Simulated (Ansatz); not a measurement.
# GeH2MeBr (CH₅BrGe): the relaxed shape and its frontier levels

What does GeH2MeBr (CH₅BrGe) look like as a singlet, and where do its frontier electrons sit?

Program: Ansatz 0.2.0, Gaussian basis. Level of theory: RKS PBE0-D4/def2-TZVP. These are calculated values, not measurements.

Plan: relaxation at PBE0-D4/def2-SVP; a search for the lowest solution at PBE0-D4/def2-SVP; a single point at PBE0-D4/def2-TZVP; harmonic vibrations at PBE0-D4/def2-SVP.

**1. The starting structure**

8 atoms, charge 0, spin multiplicity 1.

Atoms are counted from 1 here; the program's logs count them from 0.

Bond lengths: Ge1–H2 1.511 Å, Ge1–H3 1.511 Å, Ge1–C4 1.968 Å, Ge1–Br8 2.279 Å, C4–H5 1.087 Å, C4–H6 1.088 Å, C4–H7 1.089 Å. Angles: H2–Ge1–H3 109.0°, H2–Ge1–C4 114.1°, H2–Ge1–Br8 105.3°, H3–Ge1–C4 114.1°, H3–Ge1–Br8 105.4°, C4–Ge1–Br8 108.1°, Ge1–C4–H5 110.8°, Ge1–C4–H6 110.4°, Ge1–C4–H7 110.4°, H5–C4–H6 108.5°, H5–C4–H7 108.4°, H6–C4–H7 108.2°.

The start is a GFN2-xTB geometry.

**2. Optimising with PBE0-D4/def2-SVP**

Input file in.yaml:

```yaml
crystal:
  periodic: [false, false, false]
  atoms:
    - {symbol: Ge, position_ang: [0.504720, -0.640050, 0.360820]}
    - {symbol: H, position_ang: [0.508510, -0.752260, 1.868100]}
    - {symbol: H, position_ang: [1.921810, -0.775500, -0.146210]}
    - {symbol: C, position_ang: [-0.448080, 0.939030, -0.324900]}
    - {symbol: H, position_ang: [-0.006440, 1.853370, 0.061700]}
    - {symbol: H, position_ang: [-1.495030, 0.909070, -0.028800]}
    - {symbol: H, position_ang: [-0.402530, 0.967730, -1.412740]}
    - {symbol: Br, position_ang: [-0.582970, -2.501400, -0.377960]}
basis:
  gaussian: {orbitals: def2-SVP}
hamiltonian: {xc: pbe0, dispersion: d4}
scf: {omitted_lower_state_checks: [starts]}
output: {orbitals: {seedname: orbitals}}
relax: {f_tol: 0.02, max_steps: 100}
```

On the command line:

```sh
$ ansatz run in.yaml --threads 4 --pin off --events-out ev --progress --plain --max-ram 3916MiB
```

The log of the run (excerpt; [...] marks lines left out):

```text
Functional definition: PBE0
  name "PBE0"
  cite "Adamo & Barone, J. Chem. Phys. 110, 6158 (1999) doi:10.1063/1.478522"
  cite "Perdew, Burke & Ernzerhof, Phys. Rev. Lett. 77, 3865 (1996) doi:10.1103/PhysRevLett.77.3865"
  parent pbe
[...]
1100 factors; integrals over basis functions are off by at most 3.7e-4 eV
[...]
mean field -127651.38472192 eV, -4691.1018633143 hartree, gradient 2.4e-5 eV, S^2 0.000000; 0 other end points of the search recorded, 0 dependent functions left out
[...]
reference -127651.38474822 eV, -4691.1018642807 hartree; 39, 39 occupied and 64, 64 virtual orbitals, 1100 factors
relax step   1: F+E_penalty+E_count = -127651.51383243 eV  Δ(F+E_penalty+E_count) = +0.000e0 eV  max|allowed force component| = 6.995e-1 eV/Å  Δτ_max = 0.0000 Å  (22 SCF iters, accepted)
[...]
relax step   4: F+E_penalty+E_count = -127651.56208679 eV  Δ(F+E_penalty+E_count) = -2.524e-4 eV  max|allowed force component| = 2.039e-2 eV/Å  Δτ_max = 0.0065 Å  (21 SCF iters, accepted)
[...]
relax step   5: F+E_penalty+E_count = -127651.56218430 eV  Δ(F+E_penalty+E_count) = -9.750e-5 eV  max|allowed force component| = 1.016e-2 eV/Å  Δτ_max = 0.0079 Å  (20 SCF iters, accepted)
[...]
1100 factors; integrals over basis functions are off by at most 3.8e-4 eV
mean field -127651.43327080 eV, -4691.1036474527 hartree, gradient 2.2e-5 eV, S^2 0.000000; 0 other end points of the search recorded, 0 dependent functions left out
[...]
reference -127651.43329712 eV, -4691.1036484201 hartree; 39, 39 occupied and 64, 64 virtual orbitals, 1100 factors
Total energy: -127651.56221062 eV, -4691.1083859037 hartree
Atom 0 at     0.497749    -0.634159     0.358721 Å, force     0.005970    -0.007843     0.001840 eV/Å
Atom 1 at     0.471846    -0.714721     1.894003 Å, force    -0.004293    -0.001097     0.002825 eV/Å
Atom 2 at     1.940180    -0.728282    -0.165402 Å, force     0.003078     0.002037    -0.001363 eV/Å
Atom 3 at    -0.439948     0.924150    -0.319358 Å, force    -0.004906     0.010156    -0.002612 eV/Å
Atom 4 at     0.034858     1.842075     0.059758 Å, force    -0.001126    -0.006711    -0.004200 eV/Å
Atom 5 at    -1.488788     0.902119     0.007914 Å, force     0.003903     0.002110     0.000196 eV/Å
Atom 6 at    -0.409877     0.932526    -1.417824 Å, force    -0.002841    -0.000551     0.003374 eV/Å
Atom 7 at    -0.606031    -2.523720    -0.417804 Å, force     0.000214     0.001898    -0.000061 eV/Å
Dipole moment:     0.117746     0.488172     0.081189 e Å
Checks for a lower state left out: starts
```

Run time: 6.5 s. Hardware: 4 threads of Arm Neoverse V2, shared host.

Relaxation path:

```
step  energy from step 1 (eV)  largest force component (eV/Å)
   1                   0.0000                          0.6995
   2                  -0.0432                          0.2242
   3                  -0.0480                          0.0591
   4                  -0.0483                          0.0204
   5                  -0.0484                          0.0102
```

Distances of close pairs at the start and the end, largest changes first:

```csv
bond,before (Å),after (Å),change (Å)
Ge1–Br8,2.279,2.322,+0.043
Ge1–C4,1.968,1.941,-0.027
Ge1–H3,1.511,1.538,+0.026
Ge1–H2,1.511,1.538,+0.026
C4–H5,1.087,1.101,+0.014
C4–H6,1.088,1.099,+0.011
C4–H7,1.089,1.099,+0.010
```

Bonds by kind at the end (by distance):

```csv
bond,count,shortest (Å),longest (Å)
Br–Ge,1,2.322,2.322
C–Ge,1,1.941,1.941
C–H,3,1.099,1.101
Ge–H,2,1.538,1.538
```

**3. Searching for the lowest solution, PBE0-D4/def2-SVP**

start.molden holds the orbitals of an earlier run on this state, given as this run's starting guess.

Input file in.yaml:

```yaml
crystal:
  periodic: [false, false, false]
  atoms:
    - {symbol: Ge, position_ang: [0.497749, -0.634159, 0.358721]}
    - {symbol: H, position_ang: [0.471846, -0.714721, 1.894003]}
    - {symbol: H, position_ang: [1.940180, -0.728282, -0.165402]}
    - {symbol: C, position_ang: [-0.439948, 0.924150, -0.319358]}
    - {symbol: H, position_ang: [0.034858, 1.842075, 0.059758]}
    - {symbol: H, position_ang: [-1.488788, 0.902119, 0.007914]}
    - {symbol: H, position_ang: [-0.409877, 0.932526, -1.417824]}
    - {symbol: Br, position_ang: [-0.606031, -2.523720, -0.417804]}
basis:
  gaussian: {orbitals: def2-SVP, initial_orbitals: start.molden}
hamiltonian: {xc: pbe0, dispersion: d4}
output: {orbitals: {seedname: orbitals}}
```

Launched as before.

The log of the run:

```text
Functional definition: PBE0
  name "PBE0"
  cite "Adamo & Barone, J. Chem. Phys. 110, 6158 (1999) doi:10.1063/1.478522"
  cite "Perdew, Burke & Ernzerhof, Phys. Rev. Lett. 77, 3865 (1996) doi:10.1103/PhysRevLett.77.3865"
  parent pbe
  parameter a = 0.25
  parameter kappa = 0.804
  parameter beta = 0.06672455060314922
  exchange = (1 - a)*pbe_x(kappa = kappa, mu = beta*pi^2/3) + a*exact_x
  correlation = pbe_c(beta = beta)
1025 factors; integrals over basis functions are off by at most 1.4e-3 eV
mean field evaluation 1: about -127651.3668 eV, gradient 3.7e-1 eV
mean field evaluation 2: about -127651.4333 eV, gradient 2.7e-4 eV
mean field evaluation 4: about -127651.4333 eV, gradient 7.4e-6 eV
mean field evaluation 8: about -127651.3656 eV, gradient 7.9e-1 eV
mean field evaluation 16: about -127651.4333 eV, gradient 1.1e-3 eV
mean field -127651.43325755 eV, -4691.1036469657 hartree, gradient 7.4e-6 eV, S^2 0.000000; 1 other end points of the search recorded, 0 dependent functions left out
reference -127651.43328388 eV, -4691.1036479335 hartree; 39, 39 occupied and 64, 64 virtual orbitals, 1025 factors
Total energy: -127651.56219738 eV, -4691.1083854170 hartree
```

Run time: 1 s. Hardware: 4 threads of Arm Neoverse V2, shared host.

Report: HOMO -7.92 eV, LUMO -0.03 eV.

**4. Single point, PBE0-D4/def2-TZVP**

Changes to in.yaml since step 3:

```diff
@@ -12,4 +12,5 @@
 basis:
-  gaussian: {orbitals: def2-SVP, initial_orbitals: start.molden}
+  gaussian: {orbitals: def2-TZVP, initial_orbitals: start.molden}
 hamiltonian: {xc: pbe0, dispersion: d4}
-output: {orbitals: {seedname: orbitals}}
+scf: {omitted_lower_state_checks: [starts]}
+output: {forces: true, orbitals: {seedname: orbitals}}
```

Same command.

The log of the run (excerpt; [...] marks lines left out):

```text
Functional definition: PBE0
  name "PBE0"
  cite "Adamo & Barone, J. Chem. Phys. 110, 6158 (1999) doi:10.1063/1.478522"
  cite "Perdew, Burke & Ernzerhof, Phys. Rev. Lett. 77, 3865 (1996) doi:10.1103/PhysRevLett.77.3865"
  parent pbe
[...]
1214 factors; their error is unknown
[...]
mean field -127668.28079536 eV, -4691.7227825608 hartree, gradient 1.4e-5 eV, S^2 0.000000; 0 other end points of the search recorded, 0 dependent functions left out
[...]
reference -127668.28082457 eV, -4691.7227836341 hartree; 39, 39 occupied and 118, 118 virtual orbitals, 1214 factors
Total energy: -127668.40973806 eV, -4691.7275211177 hartree
Atom 0 at     0.497749    -0.634159     0.358721 Å, force     0.021292     0.006062     0.013148 eV/Å
Atom 1 at     0.471846    -0.714721     1.894003 Å, force    -0.007905    -0.014908    -0.032521 eV/Å
Atom 2 at     1.940180    -0.728282    -0.165402 Å, force    -0.031680    -0.011680     0.006644 eV/Å
Atom 3 at    -0.439948     0.924150    -0.319358 Å, force    -0.163454     0.226085    -0.117621 eV/Å
Atom 4 at     0.034858     1.842075     0.059758 Å, force    -0.121503    -0.247445    -0.100385 eV/Å
Atom 5 at    -1.488788     0.902119     0.007914 Å, force     0.286406     0.008329    -0.083912 eV/Å
Atom 6 at    -0.409877     0.932526    -1.417824 Å, force    -0.007009    -0.002591     0.298256 eV/Å
Atom 7 at    -0.606031    -2.523720    -0.417804 Å, force     0.023852     0.036149     0.016391 eV/Å
Dipole moment:     0.121189     0.488250     0.083792 e Å
Checks for a lower state left out: starts
```

It took 2.1 s on 4 threads of Arm Neoverse V2, shared host.

From the report: HOMO -8.06 eV, LUMO -0.26 eV.

Mulliken charges, from this run's orbitals:

```csv
atom,value (e)
Ge1,0.31
H2,0.02
H3,0.02
C4,-0.48
H5,0.15
H6,0.16
H7,0.16
Br8,-0.34
```

Largest Mayer bond orders: Ge1–Br8 0.98; C4–H6 0.95; C4–H7 0.95; C4–H5 0.94; Ge1–C4 0.94; Ge1–H2 0.93; Ge1–H3 0.93.

Orbitals, density, ELF and potential are computed afterwards from the orbital file.

Frontier orbitals at PBE0-D4/def2-TZVP, with the share of their density that lies nearest to each atom:

| orbital | energy (eV) | lies on |
| --- | --- | --- |
| HOMO-1 | -8.07 | Br8 84 %; H2, H3 about 7 % each |
| HOMO | -8.06 | Br8 81 %; C4 7 % |
| LUMO | -0.26 | Br8 34 %; Ge1 29 %; H2, H3 about 14 % each |

ELF in a plane through or near 4 of the atoms.

Values, 10 rows by 14 columns:
```
0.00 0.00 0.00 0.00 0.00 0.00 0.00 0.00 0.00 0.00 0.00 0.00 0.00 0.00
0.00 0.00 0.00 0.00 0.00 0.00 0.00 0.00 0.00 0.00 0.00 0.00 0.00 0.00
0.00 0.00 0.00 0.00 0.01 0.02 0.01 0.00 0.00 0.02 0.01 0.00 0.00 0.00
0.00 0.00 0.00 0.05 0.18 0.33 0.18 0.08 0.41 0.97 0.97 0.30 0.00 0.00
0.00 0.00 0.01 0.08 0.27 0.42 0.39 0.55 0.77 0.99 0.96 0.35 0.01 0.00
0.00 0.08 0.26 0.37 0.43 0.28 0.24 0.77 0.28 0.32 0.35 0.05 0.00 0.00
0.02 0.44 0.79 0.63 0.32 0.74 0.22 0.15 0.45 0.53 0.20 0.02 0.00 0.00
0.02 0.44 0.80 0.19 0.68 0.67 0.56 0.03 0.02 0.04 0.02 0.00 0.00 0.00
0.00 0.06 0.27 0.58 0.73 0.75 0.41 0.05 0.00 0.00 0.00 0.00 0.00 0.00
0.00 0.00 0.01 0.05 0.10 0.10 0.02 0.00 0.00 0.00 0.00 0.00 0.00 0.00
```
The map spans 9.1 Å across and 8.7 Å up, centred on the molecule. Atoms in the plane (x, y in Å): Ge1 (-0.8, 0.3), C4 (1.1, -0.1), H5 (1.6, 0.8), Br8 (-2.0, -1.7).

On the surface of density 0.002 e/bohr³ the electrostatic potential runs, from the 1st to the 99th percentile, from -0.65 V near Br8 to 1.47 V near H2.

**5. Vibrations by finite differences**

Changes to in.yaml since step 4:

```diff
@@ -12,5 +12,5 @@
 basis:
-  gaussian: {orbitals: def2-TZVP, initial_orbitals: start.molden}
+  gaussian: {orbitals: def2-SVP}
 hamiltonian: {xc: pbe0, dispersion: d4}
 scf: {omitted_lower_state_checks: [starts]}
-output: {forces: true, orbitals: {seedname: orbitals}}
+phonons: {temperatures: {t_min: 298.15, t_max: 900, t_step: 200}}
```

Same command.

The log of the run (excerpt; [...] marks lines left out):

```text
Functional definition: PBE0
  name "PBE0"
  cite "Adamo & Barone, J. Chem. Phys. 110, 6158 (1999) doi:10.1063/1.478522"
  cite "Perdew, Burke & Ernzerhof, Phys. Rev. Lett. 77, 3865 (1996) doi:10.1103/PhysRevLett.77.3865"
  parent pbe
[...]
1102 factors; integrals over basis functions are off by at most 3.8e-4 eV
[...]
mean field -127651.43327852 eV, -4691.1036477363 hartree, gradient 2.4e-5 eV, S^2 0.000000; 0 other end points of the search recorded, 0 dependent functions left out
[...]
reference -127651.43330485 eV, -4691.1036487041 hartree; 39, 39 occupied and 64, 64 virtual orbitals, 1102 factors
[...]
1102 factors; integrals over basis functions are off by at most 3.8e-4 eV
[...]
mean field -127651.43321555 eV, -4691.1036454223 hartree, gradient 1.2e-6 eV, S^2 0.000000; 0 other end points of the search recorded, 0 dependent functions left out
[...]
Atom 0 at     0.497749    -0.634159     0.358721 Å, force     0.006017    -0.007837     0.001877 eV/Å
Atom 1 at     0.471846    -0.714721     1.894003 Å, force    -0.004305    -0.001099     0.002822 eV/Å
Atom 2 at     1.940180    -0.728282    -0.165402 Å, force     0.003080     0.002040    -0.001371 eV/Å
Atom 3 at    -0.439948     0.924150    -0.319358 Å, force    -0.004907     0.010159    -0.002632 eV/Å
Atom 4 at     0.034858     1.842075     0.059758 Å, force    -0.001134    -0.006709    -0.004201 eV/Å
Atom 5 at    -1.488788     0.902119     0.007914 Å, force     0.003903     0.002098     0.000201 eV/Å
Atom 6 at    -0.409877     0.932526    -1.417824 Å, force    -0.002845    -0.000577     0.003383 eV/Å
Atom 7 at    -0.606031    -2.523720    -0.417804 Å, force     0.000191     0.001924    -0.000078 eV/Å
Dipole moment:     0.117747     0.488173     0.081190 e Å
Vibrations: 138.16 147.42 302.91 446.28 616.82 618.89 701.61 846.26 861.64 877.41 1256.53 1425.63 1432.35 2166.14 2171.16 3068.88 3180.76 3194.47 cm⁻¹, zero-point energy 1.453919 eV
Checks for a lower state left out: starts
```

Wall time 39 s (4 threads of Arm Neoverse V2, shared host).

Motions are named by where the mode's potential energy lies. The modes, unscaled (a negative number is an imaginary wavenumber):

```
mode  cm⁻¹                  motion
   1   138                 torsion
   2   147                    bend
   3   303           Ge–Br stretch
   4   446       bend with torsion
   5   617  bend with wag or twist
   6   619            Ge–C stretch
   7   702                    bend
   8   846  bend with wag or twist
   9   862                    bend
  10   877                    bend
  11  1257                    bend
  12  1426                    bend
  13  1432                    bend
  14  2166            Ge–H stretch
  15  2171            Ge–H stretch
  16  3069             C–H stretch
  17  3181             C–H stretch
  18  3194             C–H stretch
```

**6. What came out**

```
                       quantity            value
                    point group               Cs
                     Br–Ge bond          2.322 Å
HOMO, LUMO at PBE0-D4/def2-TZVP  -8.06, -0.26 eV
     dipole at PBE0-D4/def2-SVP           2.44 D
     lowest, highest wavenumber   138, 3194 cm⁻¹
```

In words: The molecule keeps its bonding pattern by the stored test; the atoms moved 0.04 Å (rms). All wavenumbers are real: a minimum at this level. The HOMO lies nearest to Br8 81 %; C4 7 % and the LUMO to Br8 34 %; Ge1 29 %. The point group is read from a loosely relaxed geometry; soft torsions can leave it below the true symmetry.
